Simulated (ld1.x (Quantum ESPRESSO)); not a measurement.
**In: generating and testing an ultrasoft potential**

Task: generate the file, and judge it by its errors in other configurations, its logarithmic derivatives, its ghosts and its cutoff.

The numbers are computed with ld1.x (Quantum ESPRESSO) 7.5 (PBE, scalar-relativistic, spin-unpolarised reference atom).

### Step 1. The atom and the settings

The settings as typed:

* element: indium (In, Z = 49)
* type: ultrasoft
* frozen core: [Kr]
* valence charge: 13
* reference configuration: 4d10 5s2 5p1
* partial waves: 5s (bound): rcut 1.90, rcutus 2.30 bohr; 5s channel at -0.25 Ry: rcut 1.90, rcutus 2.30 bohr; 5p (bound): rcut 2.20, rcutus 2.95 bohr; 5p channel at 0.4 Ry: rcut 2.20, rcutus 2.95 bohr; 4d (bound): rcut 0.90, rcutus 1.05 bohr; 4d channel at 2.75 Ry: rcut 0.90, rcutus 1.05 bohr; 4f channel at 0.45 Ry: rcut 2.00, rcutus 2.75 bohr; 4f channel at 1.55 Ry: rcut 2.00, rcutus 2.75 bohr
* local potential: all-electron potential smoothed inside 0.95 bohr (lloc = -1)
* core correction: not asked for
* augmentation charge: built from norm-conserving waves at rcut, not smoothed further

The outer shells as boxes (Hund's rule for the drawing; the calculation is spin-unpolarised):

```
[Kr] core
4d [↑↓][↑↓][↑↓][↑↓][↑↓]
5s [↑↓]
5p [↑ ][  ][  ]
```

An earlier all-electron run gives the scale for the radii.

All-electron outer shells of the reference configuration (PBE, scalar-relativistic, ld1.x):

```
shell  level (eV)  outermost node (bohr)  outermost maximum (bohr)
   4s     -119.66                   0.41                      0.77
   4p      -78.13                   0.42                      0.82
   4d      -18.62                   0.40                      0.94
   5s       -8.21                   1.02                      2.16
   5p       -2.52                   1.14                      2.85
```

### Step 2. Generating the potential

Input file In.in:

```
 &input
   title='In', zed=49., rel=1, dft='PBE', iswitch=3,
   config='[Kr] 4d10 4f-2 5s2 5p1',
   nld=4, rlderiv=3.20, eminld=-3.0, emaxld=5.0, deld=0.02
 /
 &inputp
   pseudotype=3, tm=.true., lloc=-1, rcloc=0.95,
   nlcc=.false.,
   file_pseudopw='In.UPF', file_wfcaegen='ae.wfc', file_wfcncgen='nc.wfc', file_beta='beta', file_chi='chi', file_wfcusgen='us.wfc'
 /
8
5S  1  0   2.00   0.00  1.90  2.30  0.0
5S  1  0   0.00  -0.25  1.90  2.30  0.0
5P  2  1   1.00   0.00  2.20  2.95  0.0
5P  2  1   0.00   0.40  2.20  2.95  0.0
4D  3  2  10.00   0.00  0.90  1.05  0.0
4D  3  2   0.00   2.75  0.90  1.05  0.0
4F  4  3  -2.00   0.45  2.00  2.75  0.0
4F  4  3  -2.00   1.55  2.00  2.75  0.0
 &test
   configts(1)='4d10 5s2 5p1'
 /
```

Command:

```console
$ ld1.x < In.in > In.out
```

The output, In.out (without the banner and most projector matrices):

```text
     Program LD1 v.7.5
     --------------------------- All-electron run ----------------------------

     In
     scalar relativistic calculation

     atomic number is 49.00
     dft =PBE   lsd =0 sic =0 latt =0  beta=0.20 tr2=1.0E-14
     Exchange-correlation= PBE
                           (   1   4   3   4   0   0   0)
     mesh =1241 r(mesh) = 100.30140 a.u. xmin = -7.00 dx = 0.01250
     1 Ry =  13.60569312 eV, c = 137.03599908

     n l     nl                  e(Ry)          e(Ha)          e(eV)
     1 0     1S 1( 2.00)     -2039.9100     -1019.9550    -27754.3892
     2 0     2S 1( 2.00)      -305.4337      -152.7169     -4155.6374
     2 1     2P 1( 6.00)      -274.1375      -137.0687     -3729.8300
     3 0     3S 1( 2.00)       -57.9587       -28.9793      -788.5681
     3 1     3P 1( 6.00)       -47.7106       -23.8553      -649.1352
     4 0     4S 1( 2.00)        -8.7948        -4.3974      -119.6592
     4 1     4P 1( 6.00)        -5.7424        -2.8712       -78.1300
     3 2     3D 1(10.00)       -31.8038       -15.9019      -432.7123
     4 2     4D 1(10.00)        -1.3688        -0.6844       -18.6233
     5 0     5S 1( 2.00)        -0.6035        -0.3017        -8.2110
     5 1     5P 1( 1.00)        -0.1851        -0.0926        -2.5185

     final scf error:  6.5E-15 reached in  26 iterations

     Etot =  -11763.278081 Ry,   -5881.639040 Ha, -160047.551690 eV

     Ekin =   12261.098761 Ry,    6130.549381 Ha,  166820.747093 eV
     Encl =  -28443.021702 Ry,  -14221.510851 Ha, -386987.024767 eV
     Eh   =    4737.642377 Ry,    2368.821188 Ha,   64458.908302 eV
     Exc  =    -318.997517 Ry,    -159.498758 Ha,   -4340.182318 eV

     normalization and overlap integrals

     s(1S/1S) =  1.000000  <r> =   0.0297  <r2> =    0.0012  r(max) =   0.0192
     s(2S/2S) =  1.000000  <r> =   0.1285  <r2> =    0.0195  r(max) =   0.1090
     s(2P/2P) =  1.000000  <r> =   0.1122  <r2> =    0.0154  r(max) =   0.0870
     s(3S/3S) =  1.000000  <r> =   0.3486  <r2> =    0.1390  r(max) =   0.3153
     s(3P/3P) =  1.000000  <r> =   0.3471  <r2> =    0.1399  r(max) =   0.3075
     s(4S/4S) =  1.000000  <r> =   0.8480  <r2> =    0.8143  r(max) =   0.7658
     s(4P/4P) =  1.000000  <r> =   0.9218  <r2> =    0.9725  r(max) =   0.8152
     s(3D/3D) =  1.000000  <r> =   0.3243  <r2> =    0.1250  r(max) =   0.2581
     s(4D/4D) =  1.000000  <r> =   1.1828  <r2> =    1.6828  r(max) =   0.9354
     s(5S/5S) =  1.000000  <r> =   2.6097  <r2> =    7.8334  r(max) =   2.1612
     s(5P/5P) =  1.000000  <r> =   3.7447  <r2> =   16.6771  r(max) =   2.8453

     ------------------------ End of All-electron run ------------------------

     --------------------- Generating US pseudopotential ---------------------

      Generating local potential from pseudized AE potential:
      Matching radius rcloc =   0.9500

      Local pseudo, rcloc= 0.959 Estimated cut-off energy=    27.17 Ry

      Wfc   5S  rcut= 1.884  Using Troullier-Martins method
      Wfc-us  5S rcutus= 2.301  Estimated cut-off energy=     8.59 Ry

      Wfc   5S  rcut= 1.884  Using Troullier-Martins method
      Wfc-us  5S rcutus= 2.301  Estimated cut-off energy=     9.17 Ry

      Wfc   5P  rcut= 2.188  Using Troullier-Martins method
      Wfc-us  5P rcutus= 2.954  Estimated cut-off energy=     8.62 Ry

      Wfc   5P  rcut= 2.188  Using Troullier-Martins method
      Wfc-us  5P rcutus= 2.954  Estimated cut-off energy=     9.92 Ry

      Wfc   4D  rcut= 0.890  Using Troullier-Martins method
      Wfc-us  4D rcutus= 1.060  Estimated cut-off energy=   100.36 Ry

      Wfc   4D  rcut= 0.890  Using Troullier-Martins method
      Wfc-us  4D rcutus= 1.060  Estimated cut-off energy=   112.39 Ry

      Wfc   4F  rcut= 1.980  Using Troullier-Martins method
      Wfc-us  4F rcutus= 2.741  Estimated cut-off energy=    18.88 Ry

      Wfc   4F  rcut= 1.980  Using Troullier-Martins method
      Wfc-us  4F rcutus= 2.741  Estimated cut-off energy=    20.27 Ry

     ------------------- End of pseudopotential generation -------------------

     [... the all-electron block is printed once more ...]


     Computing logarithmic derivative in   3.20416
     Computing logarithmic derivative in   3.20416
     Computing the partial wave expansion
     R is outside the sphere for l=    0 j= 0.00
     R is outside the sphere for l=    0 j= 0.00
     R is outside the sphere for l=    1 j= 0.00
     R is outside the sphere for l=    1 j= 0.00
     R is outside the sphere for l=    2 j= 0.00
     R is outside the sphere for l=    2 j= 0.00
     R is outside the sphere for l=    3 j= 0.00
     R is outside the sphere for l=    3 j= 0.00

     ---------------------- Testing the pseudopotential ----------------------

     In
     scalar relativistic calculation

     atomic number is 49.00   valence charge is 13.00
     dft =PBE   lsd =0 sic =0 latt =0  beta=0.20 tr2=1.0E-14
     mesh =1241 r(mesh) = 100.30140 xmin = -7.00 dx = 0.01250

     n l     nl             e AE (Ry)        e PS (Ry)    De AE-PS (Ry)
     3 2     4D   1(10.00)       -1.36879       -1.36880        0.00002
     1 0     5S   1( 2.00)       -0.60349       -0.60350        0.00000
     2 1     5P   1( 1.00)       -0.18511       -0.18511        0.00000

     eps = 7.7E-15  iter =120

     Etot =  -11763.278081 Ry,   -5881.639040 Ha, -160047.551690 eV
     Etotps =  -113.057736 Ry,     -56.528868 Ha,   -1538.228865 eV

     Ekin =      95.016493 Ry,      47.508247 Ha,    1292.765247 eV
     Encl =    -306.065279 Ry,    -153.032640 Ha,   -4164.230266 eV
     Ehrt =     102.358232 Ry,      51.179116 Ha,    1392.654687 eV
     Ecxc =     -14.646773 Ry,      -7.323386 Ha,    -199.279497 eV
     Epseu=      10.279591 Ry,       5.139796 Ha,     139.860963 eV

     ---------------------- End of pseudopotential test ----------------------
```

It took 1.7 s on 1 thread of Neoverse-V2, shared host. (Generation and the later configuration tests together.)

Partial waves on a coarse radial grid (AE all-electron, PS pseudo):

```csv
r (bohr),5s AE,5s PS
0.148,0.0004,0.0686
0.295,0.1894,0.1363
0.443,-0.0889,0.2038
0.590,-0.2979,0.2697
0.738,-0.3042,0.3342
0.885,-0.1731,0.3959
1.033,0.0125,0.4548
1.180,0.1969,0.5092
1.328,0.3571,0.5587
1.475,0.4826,0.6018
1.623,0.5752,0.6379
1.770,0.6373,0.6658
1.918,0.6748,0.6848
2.065,0.6920,0.6942
2.213,0.6937,0.6938
2.360,0.6833,0.6833
2.508,0.6640,0.6640
2.655,0.6383,0.6383
2.802,0.6083,0.6083
2.950,0.5752,0.5752
3.098,0.5406,0.5406
3.245,0.5056,0.5056
3.393,0.4705,0.4705
3.540,0.4364,0.4364
3.688,0.4031,0.4031
3.835,0.3715,0.3715
```

### Step 3. Transferability test

Input file In.test.in:

```
 &input
   title='In', zed=49., rel=1, dft='PBE', iswitch=2,
   config='[Kr] 4d10 4f-2 5s2 5p1'
 /
 &test
   file_pseudo='In.UPF', nconf=8,
   configts(1)='4d10 5s2 5p1',
   configts(2)='4d10 5s2 5p0',
   configts(3)='4d10 5s1 5p0',
   configts(4)='4d10 5s0 5p0',
   configts(5)='4d9 5s2 5p2',
   configts(6)='4d9 5s2 5p1',
   configts(7)='4d10 5s2 5p1.3',
   configts(8)='4d10 5s1 5p1'
 /
```

Command:

```console
$ ld1.x < In.test.in > In.test.out
```

In.test.out, the pseudopotential blocks:

```text
     ---------------------- Testing the pseudopotential ----------------------

     In
     scalar relativistic calculation

     atomic number is 49.00   valence charge is 13.00
     dft =PBE   lsd =0 sic =0 latt =0  beta=0.20 tr2=1.0E-14
     mesh =1241 r(mesh) = 100.30140 xmin = -7.00 dx = 0.01250

     n l     nl             e AE (Ry)        e PS (Ry)    De AE-PS (Ry)
     3 2     4D   1(10.00)       -1.36879       -1.36880        0.00002
     1 0     5S   1( 2.00)       -0.60349       -0.60350        0.00000
     2 1     5P   1( 1.00)       -0.18511       -0.18511        0.00000

     eps = 4.9E-15  iter =122

     Etot =  -11763.278081 Ry,   -5881.639040 Ha, -160047.551690 eV
     Etotps =  -113.057736 Ry,     -56.528868 Ha,   -1538.228865 eV

     Ekin =      95.016493 Ry,      47.508247 Ha,    1292.765247 eV
     Encl =    -306.065279 Ry,    -153.032640 Ha,   -4164.230266 eV
     Ehrt =     102.358232 Ry,      51.179116 Ha,    1392.654687 eV
     Ecxc =     -14.646773 Ry,      -7.323386 Ha,    -199.279497 eV
     Epseu=      10.279591 Ry,       5.139796 Ha,     139.860963 eV

     ---------------------- End of pseudopotential test ----------------------

     ---------------------- Testing the pseudopotential ----------------------

     In
     [...]
     n l     nl             e AE (Ry)        e PS (Ry)    De AE-PS (Ry)
     3 2     4D   1(10.00)       -1.91631       -1.91400       -0.00231
     1 0     5S   1( 2.00)       -1.09694       -1.09672       -0.00022
     2 1     5P   1( 0.00)       -0.61969       -0.61952       -0.00017

     eps = 6.2E-15  iter = 76

     Etot =  -11762.883901 Ry,   -5881.441951 Ha, -160042.188603 eV
     Etotps =  -112.663509 Ry,     -56.331755 Ha,   -1532.865133 eV
     dEtot_ae =       0.394180 Ry
     dEtot_ps =       0.394227 Ry,   Delta E=      -0.000047 Ry

     [...]
     ---------------------- End of pseudopotential test ----------------------

     ---------------------- Testing the pseudopotential ----------------------

     In
     [...]
     n l     nl             e AE (Ry)        e PS (Ry)    De AE-PS (Ry)
     3 2     4D   1(10.00)       -2.68486       -2.67795       -0.00691  !
     1 0     5S   1( 1.00)       -1.73982       -1.73760       -0.00222
     2 1     5P   1( 0.00)       -1.19185       -1.19010       -0.00175

     eps = 9.5E-15  iter =120

     Etot =  -11761.470178 Ry,   -5880.735089 Ha, -160022.953921 eV
     Etotps =  -111.250526 Ry,     -55.625263 Ha,   -1513.640523 eV
     dEtot_ae =       1.807903 Ry
     dEtot_ps =       1.807210 Ry,   Delta E=       0.000693 Ry

     [...]
     ---------------------- End of pseudopotential test ----------------------

     ---------------------- Testing the pseudopotential ----------------------

     In
     [...]
     n l     nl             e AE (Ry)        e PS (Ry)    De AE-PS (Ry)
     3 2     4D   1(10.00)       -3.51966       -3.50477       -0.01489  !
     1 0     5S   1( 0.00)       -2.43012       -2.42240       -0.00772  !
     2 1     5P   1( 0.00)       -1.81351       -1.80724       -0.00627  !

     eps = 1.5E-15  iter =  7

     Etot =  -11759.388675 Ry,   -5879.694338 Ha, -159994.633626 eV
     Etotps =  -109.173337 Ry,     -54.586669 Ha,   -1485.378924 eV
     dEtot_ae =       3.889406 Ry
     dEtot_ps =       3.884399 Ry,   Delta E=       0.005007 Ry

     [...]
     ---------------------- End of pseudopotential test ----------------------
```

4 tests gave no usable energy difference (4d9 5s2 5p2; 4d9 5s2 5p1; 4d10 5s2 5p1.3; 4d10 5s1 5p1); the test run stopped with "negative rho".

Energies count from the reference configuration 4d10 5s2 5p1; the error is all-electron less pseudo.

```csv
valence configuration,charge,ΔE all-electron (eV),error AE − PS (meV)
4d10 5s2 5p0,+1,5.363,-0.6
4d10 5s1 5p0,+2,24.598,+9.4
4d10 5s0 5p0,+3,52.918,+68
```

### Step 4. Does it scatter like the atom?

Taken from the files of the generation run. The phase is arctan(r·u′/u) with u = r·R, unwrapped, with energies in Ry. A pole is an energy at which the radial function vanishes at the test radius. The pseudo phase is shifted by a multiple of π to meet the all-electron one at the reference energy. Levels narrower than the energy grid can be missing from the poles. Left out: s, where the overlap operator is not positive , so their phases aren't trusted. The last column is the largest difference on the grid between −1 and +1 Ry.

| channel | radius (bohr) | reference (Ry) | poles AE | poles PS | window around the reference with phases within 0.05 rad (Ry) | largest difference near zero (rad) |
| --- | --- | --- | --- | --- | --- | --- |
| p | 3.20 | -0.19 | 0.94 | 0.94 | below 3.0 | 0.000 |
| d | 3.20 | -1.37 | -1.34, 2.60 | -1.34, 2.60 | the whole range | 0.000 |
| f | 3.20 | 0.45 | 2.40 | 2.37, 3.35 | below 2.6 | 0.000 |

Phases (rad) along the scan:

```
E (Ry)    p AE    p PS    f AE    f PS
 -3.00   1.375   1.374   1.409   1.409
 -2.52   1.353   1.352   1.398   1.398
 -2.04   1.321   1.320   1.384   1.384
 -1.56   1.269   1.269   1.366   1.366
 -1.08   1.169   1.169   1.343   1.343
 -0.60   0.877   0.876   1.308   1.308
 -0.12  -0.554  -0.554   1.255   1.255
  0.36  -1.361  -1.361   1.154   1.154
  0.84  -1.548  -1.548   0.889   0.889
  1.32  -1.645  -1.645  -0.271  -0.271
  1.80  -1.728  -1.728  -1.276  -1.277
  2.28  -1.841  -1.841  -1.531  -1.538
  2.76  -2.085  -2.099  -1.685  -1.798
  3.24  -3.062  -3.245  -1.940  -4.656
  3.72  -4.192  -4.294  -3.591  -4.836
  4.20  -4.467  -4.529  -4.458  -5.014
  4.68  -4.573  -4.629  -4.612  -5.577
```

### Step 5. Plane-wave convergence, by spherical Bessel functions

This step uses the generator's waves and projectors in a separate script. Basis: spherical Bessel functions vanishing at 20 bohr, q² up to the cutoff; potential fixed at the reference.

No cutoffs are read. The overlap operator is not positive in s (lowest eigenvalue -0.106), so the test is not defined there. Ghost test: ghost state, bound below the all-electron valence or empty levels of the same l: p at -1194.2 eV (s not tested).

### Step 6. Results

```
                                                quantity                                         value
                                                 cutoffs                                not determined
                                            bound ghosts                              p at -1194.16 eV
                            largest test error (AE − PS)  +68 meV, for 4d10 5s0 5p0 (4 tests unsolved)
largest phase difference near zero energy, channels read                                     0.000 rad
         lowest eigenvalue of the overlap (Bessel basis)                                    -0.106 (s)
```

In words: It has a bound ghost (p), a state that the atom doesn't have, and that rules the file out. The overlap operator is not positive definite in s, so a plane-wave run would break down once the basis is large enough. The worst unpolarised test, 4d10 5s0 5p0, is off by 68 meV on 52.9 eV; by total energies transferability rates as fair where solved. That test lies far up in energy; among those under 40 eV, nearer to bonding, the largest error is 9.4 meV. The test run broke off, so later configurations gave nothing; the verdict rests on few tests. No cutoffs are read. Near zero energy the phases of the channels with partial waves that could be evaluated agree within 0.001 rad.
